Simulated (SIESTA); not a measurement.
Crystal: ZrMoC2.

```
Mo Zr C
1.0
     1.60072    0.92418    5.25235
    -1.60072    0.92418    5.25235
     0.00000   -1.84835    5.25235
Mo Zr C
1 1 2
Direct
  0.00000 0.00000 0.00000
  0.50000 0.50000 0.50000
  0.74436 0.74436 0.74436
  0.25564 0.25564 0.25564
```

The cell comes from a database or a generator and needn't be the stable form of this composition.

- Program: SIESTA 5.4.2
- Task: single point
- Functional: PBEsol
- Potentials or basis: PseudoDojo 0.4 standard (PBEsol files)
- Basis: DZP (energy shift 0.003 Ry; two zetas on semicore shells)
- Grid cutoff: 800 Ry
- Energy shift: 0.003 Ry
- k mesh: 10 × 10 × 10
- Occupations: fermi-dirac, width 0.05 eV
- Spin: no spin polarisation

On this cell: pressure -5.8 GPa; largest force 0.159 eV/Å; band gap on the k mesh none (metal or under the smearing width).

The same run follows on a disturbed copy (atoms moved at random, drawn with an rms of 0.05 Å):

```xyz
4
Lattice="1.6007 0.9242 5.2524 -1.6007 0.9242 5.2524 0.0000 -1.8484 5.2524" Properties=species:S:1:pos:R:3 pbc="T T T"
Mo   -0.0011    0.0265   -0.0306
Zr    0.0386   -0.0294    7.8752
C     0.0191    0.0228   11.7152
C    -0.0106    0.0424    4.1068
```

Task: What changes?

Result: The energy (extrapolated to zero smearing) moves by +27.9 meV/atom; pressure -4.6 GPa; largest force 1.657 eV/Å; band gap on the k mesh none (metal or under the smearing width).

Forces on the atoms (eV/Å):
```
Mo  -0.076  0.180  0.834
Zr  -0.249  0.524  0.270
C   -0.024 -0.211  0.439
C    0.350 -0.493 -1.543
```

Stress tensor (GPa, compression positive):
```
-4.15 -0.15 -0.26
-0.15 -4.44  0.07
-0.26  0.07 -5.35
```

Caveats: the basis of atomic orbitals isn't converged, which shifts pressures, moduli and gaps.
